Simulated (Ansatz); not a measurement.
# C3H4SSi: how energies converge with the basis set

An exercise on one series of results from a longer session: the logs are not shown, and one member is left open.

Method: one geometry, several basis sets; program: Ansatz 0.2.0, Gaussian basis.

Plan: PBE0-D4/def2-SVP; ωB97M-V/def2-SVP; PBE0-D4/def2-QZVPP; ωB97M-V/def2-QZVPP; the functionals' def2-TZVPP values are taken from earlier runs.

## Structure used throughout

The geometry comes from an earlier relaxation with PBE0-D4 in a triple-zeta def2 set; it is a stationary point, not always the lowest conformer.

SMILES `C#C[SiH]1CS1`, 9 atoms, charge 0, spin multiplicity 1.

Atoms are counted from 1 here; the program's logs count them from 0.

Bond lengths: C1–C2 1.206 Å, C1–H6 1.066 Å, C2–Si3 1.807 Å, Si3–C4 1.835 Å, Si3–S5 2.081 Å, Si3–H7 1.474 Å, C4–S5 1.866 Å, C4–H8 1.086 Å, C4–H9 1.086 Å. Angles: C2–C1–H6 179.7°, C1–C2–Si3 179.0°, C2–Si3–C4 119.2°, C2–Si3–S5 119.4°, C2–Si3–H7 111.8°, C4–Si3–S5 56.5°, C4–Si3–H7 120.4°, S5–Si3–H7 119.4°, Si3–C4–S5 68.4°, Si3–C4–H8 119.5°, Si3–C4–H9 120.1°, S5–C4–H8 113.1°, S5–C4–H9 113.3°, H8–C4–H9 113.8°, Si3–S5–C4 55.1°.

The first run:

File in.yaml:

```yaml
crystal:
  periodic: [false, false, false]
  atoms:
    - {symbol: C, position_ang: [-0.909317, -2.051166, 1.341560]}
    - {symbol: C, position_ang: [-0.706339, -0.986610, 0.812101]}
    - {symbol: Si, position_ang: [-0.432448, 0.614370, 0.019737]}
    - {symbol: C, position_ang: [1.013344, 0.829442, -1.089783]}
    - {symbol: S, position_ang: [1.248661, 1.731789, 0.526577]}
    - {symbol: H, position_ang: [-1.082919, -2.992752, 1.810796]}
    - {symbol: H, position_ang: [-1.701738, 1.307028, -0.267259]}
    - {symbol: H, position_ang: [1.710492, 0.008147, -1.224278]}
    - {symbol: H, position_ang: [0.948863, 1.493451, -1.946452]}
basis:
  gaussian: {orbitals: def2-SVP}
hamiltonian: {xc: pbe0, dispersion: d4}
output: {orbitals: {seedname: orbitals}}
```

Among the steps run: PBE0-D4 in def2-SVP; ωB97M-V in def2-SVP; PBE0-D4 in def2-QZVPP; ωB97M-V in def2-QZVPP.

One table of the session follows, with a row left open; its other results are not shown here.

It belongs to the step «Density functionals: the series». 

```
functional       basis  HOMO (eV)
   PBE0-D4    def2-SVP      -6.94
   PBE0-D4  def2-TZVPP      -7.03
   PBE0-D4  def2-QZVPP      -7.06
   ωB97M-V    def2-SVP          ?
   ωB97M-V  def2-TZVPP      -9.20
   ωB97M-V  def2-QZVPP      -9.23
```

**Question.** Estimate the row for ωB97M-V, def2-SVP.

The run gave: HOMO (eV): -9.08. In the column «HOMO (eV)» it lies between ωB97M-V, def2-TZVPP (-9.20) and PBE0-D4, def2-QZVPP (-7.06).
